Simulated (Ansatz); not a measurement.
# doublet [B3H3O3]+: levels of theory compared

Aim: a comparison of 6 runs (UHF/STO-3G, U-r2SCAN/6-31G*, U-revPBE/6-31G*, UPBE-QIDH/6-31G*, UPBE0/6-31G*, USVWN5/6-31G*) of doublet [B3H3O3]+. 

The results are computed with Ansatz 0.2.0.

53 further runs of the same task are left out: 3 that didn't finish, 50 set aside as unsound or not needed.

**1. Starting point**

[B3H3O3]+ has 9 atoms, charge +1, and is taken as a doublet. As SMILES of the parent species, `B1OBOBO1`. The shape is that of a PBE0-D4/def2-TZVP optimisation. This is one conformer, not always the lowest. That shape belongs to the parent species and isn't relaxed for this state.

Bond lengths: B1–O2 1.372 Å, O2–B3 1.372 Å, B3–O4 1.372 Å, O4–B5 1.372 Å, B1–O6 1.372 Å, B5–O6 1.372 Å, B1–H7 1.190 Å, B3–H8 1.190 Å, B5–H9 1.190 Å. Some angles: B1–O2–B3 120.3°, O2–B1–O6 119.7°, O2–B3–O4 119.7°, B3–O4–B5 120.3°, O4–B5–O6 119.7°, B1–O6–B5 120.3°, O2–B1–H7 120.2°, O6–B1–H7 120.2°, O2–B3–H8 120.2°, O4–B3–H8 120.2°.

**2. A single-point energy at UHF/STO-3G (run 1)**

Input file run.yaml:

```yaml
crystal:
  periodic: [false, false, false]
  atoms:
    - symbol: B
      position_ang: [1.301600, 0.115800, -0.424700]
    - symbol: O
      position_ang: [0.612800, -1.053500, -0.624800]
    - symbol: B
      position_ang: [-0.686900, -1.172700, -0.202300]
    - symbol: O
      position_ang: [-1.297400, -0.115400, 0.423200]
    - symbol: B
      position_ang: [-0.614800, 1.056900, 0.626900]
    - symbol: O
      position_ang: [0.684600, 1.168900, 0.201600]
    - symbol: H
      position_ang: [2.429300, 0.216200, -0.792600]
    - symbol: H
      position_ang: [-1.281900, -2.188700, -0.377500]
    - symbol: H
      position_ang: [-1.147300, 1.972500, 1.170100]
basis:
  gaussian:
    orbitals: STO-3G
total_charge: 1
magnetization:
  spin_polarized: true
  initial_magnetization: 1
hamiltonian:
  xc: hf
accuracy: high
output: {orbitals: {seedname: orbitals}}
```

Command:

```console
$ ansatz run run.yaml --threads 1 --pin off --max-ram 3480MiB --events-out events.jsonl --progress --plain --runs-dir runs
```

Output:

```text
Warning: RAYON_NUM_THREADS=1 ignored (pool sized by the plan → 1); use --threads N
Functional definition: HF
  name "HF"
  exchange = exact_x
  correlation = 0
733 factors; integrals over basis functions are off by at most 3.5e-8 eV
mean field evaluation 1: about -8059.4779 eV, gradient 2.6e1 eV
mean field evaluation 2: about -8059.6347 eV, gradient 2.6e1 eV
mean field evaluation 4: about -8064.9757 eV, gradient 3.3e0 eV
mean field evaluation 8: about -8065.7106 eV, gradient 8.4e-1 eV
mean field evaluation 16: about -8066.0026 eV, gradient 2.7e0 eV
mean field evaluation 32: about -8065.4676 eV, gradient 9.6e-1 eV
mean field evaluation 64: about -8065.7238 eV, gradient 2.0e-1 eV
mean field evaluation 96: about -8065.8737 eV, gradient 2.0e0 eV
mean field evaluation 128: about -8065.6922 eV, gradient 1.4e0 eV
mean field -8066.10091155 eV, -296.4237410998 hartree, gradient 1.2e-8 eV, S^2 0.760409; 2 other end points of the search recorded, 0 dependent functions left out
reference -8066.10091155 eV, -296.4237410998 hartree; 21, 20 occupied and 12, 13 virtual orbitals, 733 factors
Total energy: -8066.10091155 eV, -296.4237410998 hartree
```

Run time: 2.3 s. Hardware: 1 thread of Arm Neoverse V1, shared host.

**3. A single-point energy at U-r2SCAN/6-31G(d) (spherical functions) (run 2)**

Changes to run.yaml since step 2:

```diff
@@ -23,3 +23,3 @@
   gaussian:
-    orbitals: STO-3G
+    orbitals: 6-31G_st_-spherical.json
 total_charge: 1
@@ -29,3 +29,3 @@
 hamiltonian:
-  xc: hf
+  xc: r2scan
 accuracy: high
```

The basis set 6-31G* is read from a file made from the Basis Set Exchange's data (not shown).

Command:

```console
$ ansatz run run.yaml --threads 1 --pin off --max-ram 3480MiB --events-out events.jsonl --progress --plain --runs-dir runs
```

Output:

```text
Warning: RAYON_NUM_THREADS=1 ignored (pool sized by the plan → 1); use --threads N
Functional definition: r2SCAN
  name "r2SCAN"
  parameter k0 = 0.174
  parameter k1 = 0.065
  parameter a1 = 4.9479
  exchange = r2scan_x(k0 = k0, k1 = k1, a1 = a1)
  correlation = r2scan_c
2135 factors; integrals over basis functions are off by at most 3.1e-9 eV
mean field evaluation 1: about -8193.6592 eV, gradient 6.7e1 eV
mean field evaluation 2: about -8141.4192 eV, gradient 1.3e2 eV
mean field evaluation 4: about -8207.4573 eV, gradient 2.6e1 eV
mean field evaluation 8: about -8209.9150 eV, gradient 7.4e0 eV
mean field evaluation 16: about -8210.1580 eV, gradient 4.5e-1 eV
mean field evaluation 32: about -8207.8766 eV, gradient 1.1e1 eV
mean field evaluation 64: about -8210.1682 eV, gradient 2.0e-6 eV
mean field evaluation 96: about -8208.6405 eV, gradient 6.1e0 eV
mean field -8210.16842524 eV, -301.7181245757 hartree, gradient 2.6e-8 eV, S^2 0.753531; 12 other end points of the search recorded, 0 dependent functions left out
reference -8210.16842651 eV, -301.7181246222 hartree; 21, 20 occupied and 69, 70 virtual orbitals, 2135 factors
Total energy: -8210.16842651 eV, -301.7181246222 hartree
```

Wall time 2.2 min (1 thread of Arm Neoverse V1, shared host); peak memory 0.49 GiB.

Runs 3 to 5 aren't shown in full; the table further down has their settings and results.

**4. The energy at USVWN5/6-31G(d) (spherical functions) (run 6)**

Input file molecule.yaml:

```yaml
crystal:
  periodic: [false, false, false]
  atoms:
    - {symbol: B, position_ang: [1.301600, 0.115800, -0.424700]}
    - {symbol: O, position_ang: [0.612800, -1.053500, -0.624800]}
    - {symbol: B, position_ang: [-0.686900, -1.172700, -0.202300]}
    - {symbol: O, position_ang: [-1.297400, -0.115400, 0.423200]}
    - {symbol: B, position_ang: [-0.614800, 1.056900, 0.626900]}
    - {symbol: O, position_ang: [0.684600, 1.168900, 0.201600]}
    - {symbol: H, position_ang: [2.429300, 0.216200, -0.792600]}
    - {symbol: H, position_ang: [-1.281900, -2.188700, -0.377500]}
    - {symbol: H, position_ang: [-1.147300, 1.972500, 1.170100]}
basis:
  gaussian:
    orbitals: 6-31G_st_-spherical.json
hamiltonian:
  xc: {name: SVWN5}
total_charge: 1
output:
  orbitals: {seedname: orbitals}
magnetization:
  spin_polarized: true
  initial_magnetization: 1
accuracy: high
```

The basis set 6-31G* is read from a file made from the Basis Set Exchange's data (not shown).

Command:

```console
$ ansatz run molecule.yaml --threads 1 --pin off --max-ram 3480MiB --events-out events.jsonl --progress --plain --runs-dir runs
```

Output:

```text
Warning: RAYON_NUM_THREADS=1 ignored (pool sized by the plan → 1); use --threads N
Functional definition: SVWN5
  name "SVWN5"
  exchange = slater_x
  correlation = vwn5_c
2135 factors; integrals over basis functions are off by at most 3.1e-9 eV
mean field evaluation 1: about -8128.8663 eV, gradient 7.3e1 eV
mean field evaluation 2: about -8045.2282 eV, gradient 1.5e2 eV
mean field evaluation 4: about -8143.1525 eV, gradient 3.6e1 eV
mean field evaluation 8: about -8147.7900 eV, gradient 8.8e0 eV
mean field evaluation 16: about -8148.1350 eV, gradient 7.5e-2 eV
mean field evaluation 32: about -8148.1082 eV, gradient 4.4e-1 eV
mean field evaluation 64: about -8146.2291 eV, gradient 4.5e-1 eV
mean field evaluation 96: about -8146.2285 eV, gradient 4.9e-1 eV
mean field -8148.13528541 eV, -299.4384487344 hartree, gradient 1.7e-8 eV, S^2 0.751036; 12 other end points of the search recorded, 0 dependent functions left out
reference -8148.13528799 eV, -299.4384488294 hartree; 21, 20 occupied and 69, 70 virtual orbitals, 2135 factors
Total energy: -8148.13528799 eV, -299.4384488294 hartree
```

Wall time 25 s (1 thread of Arm Neoverse V1, shared host); peak memory 0.31 GiB.

**5. The series**

| run | level | frozen core orbitals | energy (Eh) | HOMO energy (eV) | ⟨S²⟩ | wall time |
| --- | --- | --- | --- | --- | --- | --- |
| 1 | UHF/STO-3G | – | -296.423741 | -17.72 | 0.760 | 2.3 s |
| 2 | U-r2SCAN/6-31G* (spherical functions) | – | -301.718125 | -14.52 | 0.754 | 2.2 min |
| 3 | U-revPBE/6-31G* (spherical functions) | – | -301.782166 | -14.12 | 0.752 | 49 s |
| 4 | UPBE-QIDH/6-31G* (spherical functions) | 6 | -301.378179 | -18.41 | 0.765 | 84 s |
| 5 | UPBE0/6-31G* (spherical functions) | – | -301.522449 | -15.73 | 0.755 | 76 s |
| 6 | USVWN5/6-31G* (spherical functions) | – | -299.438449 | -14.22 | 0.751 | 25 s |

**6. Summary of results**

| quantity | value |
| --- | --- |
| run 6: total energy | -299.43845 Eh |
| run 6: HOMO energy (highest over α and β) | -14.22 eV |
| run 6: ⟨S²⟩ | 0.751 |

What this shows: Totals of different functionals can't be ranked against each other. In run 1 the basis is minimal, so the values are rough. All runs together took 6.1 min, the longest 2.2 min.
